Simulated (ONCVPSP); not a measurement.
# An ONCV potential for Lu, from input to tests

Aim: build the potential from the settings below, then test how well it stands in for the atom: other configurations, scattering, ghost states and the plane-wave cutoff that it needs.

Program: ONCVPSP 4.0.1. Reference atom: PBE, fully relativistic, spherical and spin-unpolarised. All values are calculated.

1 further run of the same task is left out (set aside as unsound or not needed).

### Step 1. The design

Typed settings, in words:

- element: lutetium (Lu, Z = 71)
- type: optimised norm-conserving Vanderbilt (ONCV)
- frozen core: [Kr]
- valence charge: 35
- reference configuration: 4d10 4f14 5s2 5p6 5d1 (charge +2)
- partial waves: 5s: rc 1.60 bohr, ncon 3, nbas 7, qcut 8.4 1/bohr, 2 projectors, debl 1.8 Ha; 5p: rc 1.90 bohr, ncon 4, nbas 7, qcut 6.6 1/bohr, 2 projectors, debl 3 Ha; 4d+5d: rc 0.75 bohr, ncon 5, nbas 9, qcut 27.8 1/bohr, 2 projectors; 4f: rc 0.85 bohr, ncon 4, nbas 9, qcut 22.1 1/bohr, 3 projectors, debl 3.4 Ha
- local potential: polynomial inside 0.55 bohr (lpopt 5, dvloc0 2 Ha)
- core correction: Teter function, fcfact 3.25, rcfact 1.2

The outer shells as boxes (Hund's rule for the drawing; the calculation is spin-unpolarised):

```
[Kr] core
4d [↑↓][↑↓][↑↓][↑↓][↑↓]
4f [↑↓][↑↓][↑↓][↑↓][↑↓][↑↓][↑↓]
5s [↑↓]
5p [↑↓][↑↓][↑↓]
5d [↑ ][  ][  ][  ][  ]
```

The nodes and maxima of the atom's own shells, from an earlier all-electron run, set the scale for the radii.

All-electron outer shells of the reference configuration (PBE, scalar-relativistic, ld1.x):

```
shell  level (eV)  outermost node (bohr)  outermost maximum (bohr)
   4d     -206.61                   0.23                      0.48
   5s      -75.77                   0.57                      1.04
   5p      -46.33                   0.61                      1.19
   4f      -24.31                      –                      0.47
   6s      -16.48                   1.40                      2.79
   5d      -15.06                   0.68                      1.73
   6p      -11.40                   1.68                      3.49
```

### Step 2. The generation run

Contents of Lu.dat:

```
# ATOM AND REFERENCE CONFIGURATION
# atsym  z   nc   nv     iexc    psfile
  Lu 71.00    8    5        4      upf
#
#   n    l    f
    1    0    2.00
    2    0    2.00
    2    1    6.00
    3    0    2.00
    3    1    6.00
    3    2   10.00
    4    0    2.00
    4    1    6.00
    4    2   10.00
    4    3   14.00
    5    0    2.00
    5    1    6.00
    5    2    1.00
#
# PSEUDOPOTENTIAL AND OPTIMIZATION
# lmax
    3
#
#   l,   rc,      ep,       ncon, nbas, qcut
    0    1.60    0.00    3    7    8.40
    1    1.90    0.00    4    7    6.60
    2    0.75    0.00    5    9   27.80
    3    0.85    0.00    4    9   22.10
#
# LOCAL POTENTIAL
# lloc, lpopt,  rc(5),   dvloc0
    4    5    0.55    2.00
#
# VANDERBILT-KLEINMAN-BYLANDER PROJECTORs
# l, nproj, debl
    0    2    1.80
    1    2    3.00
    2    2    3.30
    3    3    3.40
#
# MODEL CORE CHARGE
# icmod, fcfact, rcfact
    3    3.25    1.20
#
# LOG DERIVATIVE ANALYSIS
# epsh1, epsh2, depsh
   -9.00    5.00    0.04
#
# OUTPUT GRID
# rlmax, drl
    6.00    0.01
#
# TEST CONFIGURATIONS
# ncnf
    4
# nvcnf
#   n    l    f
    6
    4    2   10.00
    4    3   14.00
    5    0    2.00
    5    1    6.00
    5    2    1.00
    6    0    2.00
#
    6
    4    2   10.00
    4    3   14.00
    5    0    2.00
    5    1    6.00
    5    2    1.00
    6    0    1.00
#
    5
    4    2   10.00
    4    3   14.00
    5    0    2.00
    5    1    6.00
    5    2    0.00
#
    7
    4    2   10.00
    4    3   14.00
    5    0    2.00
    5    1    6.00
    5    2    0.00
    6    0    2.00
    6    1    1.00
#
```

Started as:

```console
$ oncvpspr.x < Lu.dat > Lu.out
```

Q: Predict the outcome of this session. Wanted: cutoffs for 1 and 0.1 mHa per electron, occupied waves; bound ghosts; GHOST(+) flags; largest miss of a reference level; largest test error; largest phase difference near zero energy, channels read; rms error of d²Exc/dn², without and with the model core; projector energies reset by the program.

As calculated:

```
                                                quantity                                                     value
  cutoffs for 1 and 0.1 mHa per electron, occupied waves                                         242 Ha and 287 Ha
                                            bound ghosts  s at -1319.09 eV, p3/2 at -446.91 eV, p1/2 at -384.31 eV
                                          GHOST(+) flags                                               s at 171 eV
                       largest miss of a reference level                                               18 meV (4f)
                            largest test error (AE − PS)    +5.0 meV, for 4d10 4f14 5s2 5p6 5d0 (2 tests unsolved)
largest phase difference near zero energy, channels read                                                 0.000 rad
 rms error of d²Exc/dn², without and with the model core                                         6.73 and 6.15 mHa
                 projector energies reset by the program                                       s: -2.779, 0.250 Ha
```

**Reading.** It has a bound ghost (s, p3/2, p1/2), a state that the atom doesn't have, and that rules the file out. Close by lies the frozen 4p level (-372.9 eV). By total energies transferability is good where solved: the largest error is 5.0 meV on 19.9 eV, for 4d10 4f14 5s2 5p6 5d0. Atomic tests can pass in spite of a ghost, since they solve only for the levels asked. Of the tests 2 gave no usable energy difference, which is a warning in itself. The potential is very hard: the looser tolerance needs 242 Ha. At the looser tolerance the 4d wave is the slowest; 4f needs 193 Ha. Near zero energy the phases of the channels with partial waves agree within 0.001 rad. The program also flags highly localised states, GHOST(+) (s). These are tests on the free atom; a crystal test is still owed.
